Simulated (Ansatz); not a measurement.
# NBrO (SMILES O=NBr): levels of theory compared

Aim: a comparison of 6 runs (r2SCAN/STO-3G, wB97M-V/STO-3G, wB97X/STO-3G, RPA@PBE/STO-3G, CCSDT(Q)/STO-3G, CCSD/STO-3G) of NBrO. 

Program for the calculation: Ansatz 0.2.0.

51 further runs of the same task are left out: 13 that didn't finish, 38 set aside as unsound or not needed.

## (1) The molecule

The species is NBrO (3 atoms), meant as a singlet with charge 0. SMILES: `O=NBr`. The Br3–N2 distance was set to 2.479 Å, away from the relaxed value.

Bond lengths: O1–N2 1.157 Å. A long bond or contact: N2–Br3 2.479 Å.

## (2) A single-point energy at r2SCAN/STO-3G (run 1)

Input file run.yaml:

```yaml
basis:
  gaussian:
    orbitals: STO-3G
crystal:
  periodic: [false, false, false]
  atoms:
    - symbol: O
      position_ang: [1.138512, -1.089179, 0.509285]
    - symbol: N
      position_ang: [0.123032, -1.032719, -0.043045]
    - symbol: Br
      position_ang: [-0.865960, 1.220600, -0.345330]
hamiltonian:
  xc: r2scan
accuracy: high
```

Launch:

```console
$ ansatz run run.yaml --threads 1 --pin off --max-ram 2610MiB --events-out events.jsonl --progress --plain --runs-dir runs
```

The log of the run:

```text
Warning: RAYON_NUM_THREADS=1 ignored (pool sized by the plan → 1); use --threads N
Functional definition: r2SCAN
  name "r2SCAN"
  parameter k0 = 0.174
  parameter k1 = 0.065
  parameter a1 = 4.9479
  exchange = r2scan_x(k0 = k0, k1 = k1, a1 = a1)
  correlation = r2scan_c
384 factors; integrals over basis functions are off by at most 2.2e-8 eV
mean field evaluation 1: about -72762.5024 eV, gradient 2.3e1 eV
mean field evaluation 2: about -72677.0149 eV, gradient 5.5e1 eV
mean field evaluation 4: about -72766.9365 eV, gradient 1.3e1 eV
mean field evaluation 8: about -72766.8798 eV, gradient 1.3e1 eV
mean field evaluation 16: about -72768.1574 eV, gradient 2.0e-6 eV
mean field evaluation 32: about -72742.6423 eV, gradient 6.0e1 eV
mean field evaluation 64: about -72766.9871 eV, gradient 4.5e0 eV
mean field -72768.15739447 eV, -2674.1804602183 hartree, gradient 2.0e-8 eV, S^2 0.000000; 4 other end points of the search recorded, 0 dependent functions left out
reference -72768.15739466 eV, -2674.1804602251 hartree; 25, 25 occupied and 3, 3 virtual orbitals, 384 factors
Total energy: -72768.15739466 eV, -2674.1804602251 hartree
```

It took 7.8 s on 1 thread of Arm Neoverse V1, shared host; peak memory 0.13 GiB.

## (3) The energy at wB97M-V/STO-3G (run 2)

Input file molecule.yaml:

```yaml
crystal:
  periodic: [false, false, false]
  atoms:
    - {symbol: O, position_ang: [1.138512, -1.089179, 0.509285]}
    - {symbol: "N", position_ang: [0.123032, -1.032719, -0.043045]}
    - {symbol: Br, position_ang: [-0.865960, 1.220600, -0.345330]}
basis:
  gaussian:
    orbitals: STO-3G
total_charge: 0
hamiltonian:
  xc: {name: wB97M-V}
accuracy: high
```

Launch:

```console
$ ansatz run molecule.yaml --threads 1 --pin off --max-ram 2610MiB --events-out events.jsonl --progress --plain --runs-dir runs
```

The log of the run (excerpt; [...] marks lines left out):

```text
Warning: RAYON_NUM_THREADS=1 ignored (pool sized by the plan → 1); use --threads N
Functional definition: wB97M-V
  name "wB97M-V"
[...]
  gx(w, u) = 1 - cx + cx01*u + cx10*w
  gss(w, u) = css00 + css04*u^4 + css10*w + css20*w^2 + css43*w^4*u^3
  gos(w, u) = cos00 + cos10*w + (cos20 + cos21*u)*w^2 + (cos60 + cos61*u)*w^6
[...]
      + integral(e_c_pw_mod_opposite_spin*gos(b97_w_opposite, b97_u_opposite)) + vv10(b, c)
384 factors; integrals over basis functions are off by at most 2.2e-8 eV
124 factors; integrals over basis functions are off by at most 1.5e-9 eV
[...]
mean field -72768.92137709 eV, -2674.2085360618 hartree, gradient 6.7e-8 eV, S^2 0.000000; 0 other end points of the search recorded, 0 dependent functions left out
reference -72768.92137845 eV, -2674.2085361115 hartree; 25, 25 occupied and 3, 3 virtual orbitals, 384 factors
Total energy: -72768.92137845 eV, -2674.2085361115 hartree
```

It took 20 s on 1 thread of Arm Neoverse V1, shared host; peak memory 0.25 GiB.

Run 3 isn't shown in full; the table further down has it.

## (4) The energy at RPA@PBE/STO-3G (run 4)

Input file run.yaml:

```yaml
crystal:
  periodic: [false, false, false]
  atoms:
    - {symbol: O, position_ang: [1.138512, -1.089179, 0.509285]}
    - {symbol: N, position_ang: [0.123032, -1.032719, -0.043045]}
    - {symbol: Br, position_ang: [-0.865960, 1.220600, -0.345330]}
basis:
  gaussian: {orbitals: STO-3G}
hamiltonian: {xc: {name: PBE}}
correlation: {method: rpa, frozen_orbitals: {Br: 9, "N": 1, O: 1}}
accuracy: high
```

Launch:

```console
$ ansatz run run.yaml --threads 1 --pin off --max-ram 2610MiB --events-out events.jsonl --progress --plain --runs-dir runs
```

The log of the run (excerpt; [...] marks lines left out):

```text
Warning: RAYON_NUM_THREADS=1 ignored (pool sized by the plan → 1); use --threads N
Functional definition: PBE
  name "PBE"
[...]
384 factors; integrals over basis functions are off by at most 2.2e-8 eV
[...]
mean field -72751.53661943 eV, -2673.5696580013 hartree, gradient 2.7e-8 eV, S^2 0.000000; 4 other end points of the search recorded, 0 dependent functions left out
11 core orbitals not correlated: weight in the atoms' cores, before any rotation towards them, 1.000 or more for the frozen orbitals, at most 0.000 for the correlated occupied ones
reference -72710.51982856 eV, -2672.0623187390 hartree; 14, 14 occupied and 3, 3 virtual orbitals, 384 factors
Total energy: -72719.42288601 eV, -2672.3895000656 hartree
```

It took 4.2 s on 1 thread of Arm Neoverse V1, shared host; peak memory 0.096 GiB.

Run 5 isn't shown in full; the table further down has it.

## (5) The energy at CCSD/STO-3G (run 6)

Input file job.yaml:

```yaml
crystal:
  periodic: [false, false, false]
  atoms:
    - {symbol: O, position_ang: [1.138512, -1.089179, 0.509285]}
    - {symbol: "N", position_ang: [0.123032, -1.032719, -0.043045]}
    - {symbol: Br, position_ang: [-0.865960, 1.220600, -0.345330]}
basis:
  gaussian: {orbitals: STO-3G}
correlation: {method: ccsd, frozen_orbitals: {Br: 9, "N": 1, O: 1}}
accuracy: high
scf: {omitted_lower_state_checks: [cluster_reference, increment]}
```

Launch:

```console
$ ansatz run job.yaml --threads 1 --pin off --max-ram 2610MiB --events-out events.jsonl --progress --plain --runs-dir runs
```

The log of the run:

```text
Warning: RAYON_NUM_THREADS=1 ignored (pool sized by the plan → 1); use --threads N
[... 13 lines left out ...]
11 core orbitals not correlated: weight in the atoms' cores, before any rotation towards them, 1.000 or more for the frozen orbitals, at most 0.000 for the correlated occupied ones
[... 32 lines left out ...]
WARN: these amplitudes may be one of several solutions (largest doubles amplitude 0.38, level shift 3.20 eV)
Total energy: -72717.18063773 eV, -2672.3070989613 hartree
Checks for a lower state left out: cluster_reference, increment
```

It took 0.48 s on 1 thread of Arm Neoverse V1, shared host.

## (6) The series

```tsv
run	level	frozen core orbitals	energy (Eh)	wall time
1	r2SCAN/STO-3G	–	-2674.180460	7.8 s
2	wB97M-V/STO-3G	–	-2674.208536	20 s
3	wB97X/STO-3G	–	-2674.154353	6 s
4	RPA@PBE/STO-3G	11	-2672.389500	4.2 s
5	CCSDT(Q)/STO-3G	11	-2672.322718	1.7 s
6	CCSD/STO-3G	11	-2672.307099	0.48 s
```

## (7) Outcome

```
                                           quantity           value
                                run 6: total energy  -2672.30710 Eh
run 6: correlation energy (11 core orbitals frozen)      -203.8 mEh
                               run 6: T1 diagnostic           0.012
```

**Reading.** Totals of different functionals can't be ranked against each other. In runs 5, 6 the log says that unrestricted orbitals would lower the reference, so the values rest on an unstable closed-shell determinant (other closed-shell runs at this shape may share the fault). In runs 1, 2, 3, 4, 5, 6 the basis is minimal, so the values are rough. All runs together took 41 s, the longest 20 s.
